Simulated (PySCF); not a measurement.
# NaBi−: bond curves at several levels of theory

The task here is to estimate one member of a computed series from the others.

Computed with PySCF 2.14.0. Level: Na def2-SVPD, Bi def2-SVPD with ECP60, scalar-relativistic core potentials.

4 further runs of the same task are left out: 4 set aside as unsound or not needed.

Set-up of the first run:

Settings of the job:

* atoms: Na, Bi
* charge: -1
* basis: Na def2-SVPD, Bi def2-SVPD with ECP60
* Hamiltonian: scalar-relativistic core potentials
* basis functions: 50
* electrons treated: 35
* masses in u: 22.9898, 208.9804
* levels: PBE0, PBE, r²SCAN, TPSS, BP86, PW91, CAM-B3LYP
* grid: 80 radial by 434 angular points
* occupations: held fixed by the projection of orbital angular momentum
* dissociation limit: Na + Bi−, each in its ground configuration
* starting distance in angstrom: 3.135
* values of 2S to try: 1, 3

The run is started by

```console
$ OMP_NUM_THREADS=1 python dia.py task.json out
```

Steps of the session up to this table: The job; First curve: PBE0; Excited determinants; PBE; r²SCAN; TPSS; BP86 (GGA); PW91 (GGA); CAM-B3LYP.

One of the session's tables, all rows but one given; the rest of the session is left out.

Energy (eV) from each level's lowest point:

```
R (Å)    PBE   PW91   BP86   TPSS  r²SCAN
2.768  0.233  0.230  0.241  0.252   0.245
2.896  0.106  0.104  0.112  0.119   0.113
3.025  0.036  0.034  0.039  0.043   0.039
3.122  0.009  0.009  0.011  0.013   0.011
3.218  0.000  0.000  0.000  0.000   0.000
3.314  0.003  0.004  0.002  0.000   0.002
3.443  0.022  0.023  0.019  0.015   0.021
3.604  0.061  0.063  0.055  0.050   0.059
3.797      ?      ?      ?      ?       ?
4.055  0.203  0.208  0.194  0.187   0.203
```

Estimate the missing values for R (Å) = 3.797.

Worked estimate for «PBE». A straight line through the neighbours (3.604, 0.061) and (4.055, 0.203) gives 0.061 + (0.203 − 0.061) × (3.797 − 3.604) / (4.055 − 3.604) = 0.122; a parabola fitted to 3 rows on both sides gives 0.116.

**Answer.** PBE: 0.119; PW91: 0.122; BP86: 0.112; TPSS: 0.105; r²SCAN: 0.117. In «PBE» the line misses by +0.003 and the parabola by -0.003.

To keep in mind: At some levels the lowest empty orbital lies below the highest filled one (the two can be of opposite spin).
